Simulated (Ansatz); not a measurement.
**Ir: a line through a two-coordinate scan**

An exercise on one series of results from a longer session: the logs are not shown, and one member is left open.

Computed with Ansatz 0.2.0 (DFT LDA, scalar-relativistic, plane waves, PAW, unless a step's input says otherwise).

27 further runs of the same task are left out: 27 set aside as unsound or not needed.

### Starting point

It takes space group Fm-3m (No. 225, cubic). The conventional cell has a = 3.811 Å, b = 3.811 Å, c = 3.811 Å, α = 90.00°, β = 90.00°, γ = 90.00°. Around Ir (site symmetry m-3m) lie 12 Ir at 2.69 Å.

Structure file:

```cif
data_structure
_symmetry_space_group_name_H-M 'P 1'
_symmetry_Int_Tables_number 1
_cell_length_a 2.6947
_cell_length_b 2.6947
_cell_length_c 2.6947
_cell_angle_alpha 60.000
_cell_angle_beta 60.000
_cell_angle_gamma 60.000
_cell_volume 13.84
loop_
_atom_site_label
_atom_site_type_symbol
_atom_site_fract_x
_atom_site_fract_y
_atom_site_fract_z
_atom_site_occupancy
Ir1 Ir 0.00000 0.00000 0.00000 1
```

This cell was relaxed beforehand with the same method: volume 13.84 Å³/atom, gap on the mesh none (metal).

### Plan of the line

The energy is mapped over volume and the cell's shape.

First coordinate, volume per atom: 7 values from 12.729 to 14.942 Å³. Second coordinate, c/a of the conventional cell: 9 values from 0.629 to 1.167.

Nothing else is relaxed (symmetry fixes all fractional coordinates). Energies count from the relaxed crystal. Points are written as (first, second).

The first run:

File input.yaml:

```yaml
crystal:
  lattice:
    - [0.0, 2.1077333808, 1.4326263789]
    - [2.1077333808, 0.0, 1.4326263789]
    - [2.1077333808, 2.1077333808, 0.0]
  atoms:
    - { symbol: Ir, position: [0.0, 0.0, 0.0] }
basis:
  ecutwfc: 420
kpoints:
  mp_grid: { grid: [22, 22, 22] }
hamiltonian:
  xc: lda
  pseudopotentials: { kind: paw, azcp: { folder: soft_1 } }
scf:
  occupations: { method: gaussian, width: 0.15 }
output:
  forces: true
  stress: true
  eigenvalues: true
```

The run is started by

```sh
$ ansatz run input.yaml --threads 1 --pin off --max-ram 2048MiB --backend cpu --events-out ev --progress --plain --runs-dir out
```

Steps of the session up to this table: Point (12.729 Å³, 0.680); Point (13.466 Å³, 0.680); Point (13.835 Å³, 0.680); Point (14.204 Å³, 0.680); The run at (14.573 Å³, 0.680); Grid point (14.942 Å³, 0.680).

One table of the session follows, with a row left open; its other results are not shown here.

```
volume per atom (Å³)  energy (meV/atom)  slope (meV/atom per Å³)  pressure (GPa)
              12.729                898                     −351              56
              13.098                  ?                        ?               ?
              13.466                715                     −158              25
              13.835                671                      −81              13
              14.204                653                      −15               2
              14.573                658                       41              −7
              14.942                682                       89             −14
```

Estimate the missing values for volume per atom (Å³) = 13.098.

Worked estimate for «energy (meV/atom)». A straight line through the neighbours (12.729, 898) and (13.466, 715) gives 898 + (715 − 898) × (13.098 − 12.729) / (13.466 − 12.729) = 806; a parabola fitted to 3 rows on both sides gives 791.

**Answer.** energy (meV/atom): 789; slope (meV/atom per Å³): −247; pressure (GPa): 40. In «energy (meV/atom)» the line misses by +17 and the parabola by +2.

Energies count from the relaxed crystal. Rows without a step come from runs not printed here or follow by symmetry.

In words: Along the line the energy is lowest at 14.204 Å³, 653 meV/atom from the zero. V·d²E/dV² there is about 360 GPa, a bulk modulus under this line's constraint. The highest point computed, at 12.729 Å³, lies 245 meV/atom above the lowest.

Limits of these values: Warnings in the runs' records: pseudo functional mismatch.
